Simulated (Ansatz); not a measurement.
# CH8BNSi2: the cost of one run

All numbers below are computed with Ansatz 0.2.0 (RKS revPBE-D4/6-31G).

## Step 1: The system as given

Bond lengths: C1–Si2 1.799 Å, Si2–Si3 2.035 Å, Si2–B4 2.082 Å, Si3–B4 2.065 Å, B4–N5 1.460 Å, C1–H6 1.115 Å, C1–H7 1.136 Å, C1–H8 1.157 Å, Si2–H9 1.428 Å, Si3–H10 1.500 Å, Si3–H11 1.485 Å, N5–H12 1.021 Å, N5–H13 1.097 Å. Angles (14 of 24 angles, heavy atoms first): C1–Si2–Si3 114.2°, C1–Si2–B4 112.4°, Si3–Si2–B4 60.2°, Si2–Si3–B4 61.0°, Si2–B4–Si3 58.8°, Si2–B4–N5 148.0°, Si3–B4–N5 153.0°, C1–Si2–H9 121.4°, Si3–Si2–H9 120.3°, B4–Si2–H9 111.9°, Si2–C1–H6 113.6°, Si2–C1–H7 111.8°, Si2–C1–H8 110.6°, Si2–Si3–H10 118.7°.

Structure file:

```xyz
13

C    -1.9024    0.1536   -0.5605
Si   -0.4149   -0.8507   -0.4305
Si    0.3155   -1.0204    1.4611
B     1.2483    0.2645    0.1407
N     2.2272    1.2923   -0.2024
H    -2.8454   -0.4409   -0.5401
H    -1.9651    0.9247    0.2714
H    -1.8938    0.7675   -1.5409
H    -0.0880   -1.8287   -1.4188
H     1.2545   -2.1478    1.7709
H    -0.3473   -0.2856    2.5685
H     2.7695    0.9543   -0.9987
H     1.6621    2.1823   -0.5057
```

## Step 2: End point A

input.yaml

```yaml
crystal:
  periodic: [false, false, false]
  atoms:
    - { symbol: C, position_ang: [-1.9024, 0.1536, -0.5605] }
    - { symbol: Si, position_ang: [-0.4149, -0.8507, -0.4305] }
    - { symbol: Si, position_ang: [0.3155, -1.0204, 1.4611] }
    - { symbol: B, position_ang: [1.2483, 0.2645, 0.1407] }
    - { symbol: "N", position_ang: [2.2272, 1.2923, -0.2024] }
    - { symbol: H, position_ang: [-2.8454, -0.4409, -0.5401] }
    - { symbol: H, position_ang: [-1.9651, 0.9247, 0.2714] }
    - { symbol: H, position_ang: [-1.8938, 0.7675, -1.5409] }
    - { symbol: H, position_ang: [-0.088, -1.8287, -1.4188] }
    - { symbol: H, position_ang: [1.2545, -2.1478, 1.7709] }
    - { symbol: H, position_ang: [-0.3473, -0.2856, 2.5685] }
    - { symbol: H, position_ang: [2.7695, 0.9543, -0.9987] }
    - { symbol: H, position_ang: [1.6621, 2.1823, -0.5057] }
basis:
  gaussian: { orbitals: "6-31G" }
hamiltonian:
  xc: revpbe
  dispersion: d4
relax:
  f_tol: 0.015
  max_steps: 40
```

The run is started by

```sh
$ ansatz run input.yaml --threads 1 --pin off --max-ram 2048MiB --backend cpu --events-out ev --progress --plain --runs-dir out
```

What time and memory should one allow on 1 thread of Intel Xeon Platinum 8488C (Sapphire Rapids), shared host?

About 69 s, with a peak of 0.19 GiB.
